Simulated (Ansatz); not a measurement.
## CH₃CuO, SMILES C[O][Cu]: a search for lower mean-field states, step by step

Program: Ansatz 0.2.0 through its Python package.

The script reads `ch3cuo.xyz`:
```text
6

C     0.54140   -0.20260   -0.00640
O    -0.17840    0.94420   -0.54490
Cu   -2.40700    0.52750    0.16380
H     0.13270   -1.07670   -0.44350
H     1.57100   -0.10670   -0.29960
H     0.38240   -0.14970    1.08430
```

Run as a notebook:

```python
import warnings

import ansatz as az
import numpy as np
```

```python
BASIS_SET = "def2-SVP"
FUNCTIONAL = "HF"

warnings.simplefilter("ignore", az.DeckWarning)
```

```python
mol = az.Crystal.molecule_from_extxyz("ch3cuo.xyz")
symbols = [site.symbol for site in mol.cartesian_sites]
```

```python
start = np.array([site.position_ang for site in mol.cartesian_sites])
for factor in [1.0, 1.5]:
    xyz = (start - start.mean(axis=0)) * factor
    scaled = az.Crystal.molecule()
    for symbol, place in zip(symbols, xyz):
        scaled = scaled.atom(symbol, place.tolist())
    job = (
        scaled.calculation()
        .basis(gaussian=BASIS_SET)
        .functional(FUNCTIONAL)
        .spin("collinear")
    )
    for search in ("off", "standard"):
        try:
            report = job.scf(lower_state_search=search).run(threads=1).report
        except az.AnsatzError as error:
            print(f"x{factor} search {search}: {type(error).__name__}")
            continue
        state = report["mean_field"]["state"]
        print(f"all distances x{factor}, search {search:8s} E = {report['free_energy_ev']:.5f} eV  <S^2> = {abs(state['spin_squared']):.3f}  other states met: {len(report['mean_field']['others'])}")
```

    all distances x1.0, search off      E = -47701.51946 eV  <S^2> = 0.000  other states met: 0
    all distances x1.0, search standard E = -47701.92825 eV  <S^2> = 0.876  other states met: 8
    all distances x1.5, search off      E = -47688.80916 eV  <S^2> = 0.000  other states met: 0
    all distances x1.5, search standard E = -47692.94820 eV  <S^2> = 2.028  other states met: 12

What to keep in mind:
- Total energies depend on the basis set; only differences at equal settings carry meaning.
- The count of other states can hold repeated and symmetry-equivalent ends of the search; scaling all distances is a test, and for more than two atoms no physical path.
- The structure is a rough, unrelaxed start.
- The expectation value of S² is noticeably off S(S+1) in at least one run, so that state is spin-contaminated.
- Wall time of the script: 50 s on 1 thread of Arm Neoverse V1, with other jobs on the host, peak memory 0.29 GiB.
